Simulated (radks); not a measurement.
**Ge⁺ in [Ar] 3d9.75 4s2 4p1 5s0.25: an all-electron calculation**

What are the levels of the germanium ion Ge+, how large are its shells, and how does its energy divide?

The numbers are computed with radks (a radial shooting solver on a logarithmic mesh, Libxc functionals) version 1 (scalar-relativistic Kohn-Sham, BLYP, spin-unpolarised, spherical densities, point nucleus), except any that are marked as measured or tabulated.

## Step 1: What is computed

* element: germanium (Z = 32)
* charge: +1
* electrons: 31
* configuration: [Ar] 3d9.75 4s2 4p1 5s0.25

## Step 2: Self-consistent calculation

Input:

```text
Z 32
configuration [Ar] 3d9.75 4s2 4p1 5s0.25
relativity scalar-relativistic
functional b88,lyp
spin unpolarised
nucleus point
c 137.035999084
```

**Question.** What will this run give?

The runs gave:

```
                        quantity                value
                    total energy  -2098.64230 hartree
exchange-correlation share of it               3.79 %
                            −T/E               1.0182
          highest occupied level        5s, -5.245 eV
    most extended occupied level  5s, <r> = 5.42 bohr
 radius at density 0.001 e/bohr³            4.01 bohr
    maxima of the radial density                    3
```

**Reading.** 5 principal shells are occupied and 3 maxima appear in the radial density; where shells overlap, one shows as a shoulder or not at all. Relativity lifts −T/E to 1.018. This is not the tabulated ground configuration, so its levels and sizes aren't those of the ground state, and no measured value stands beside it.
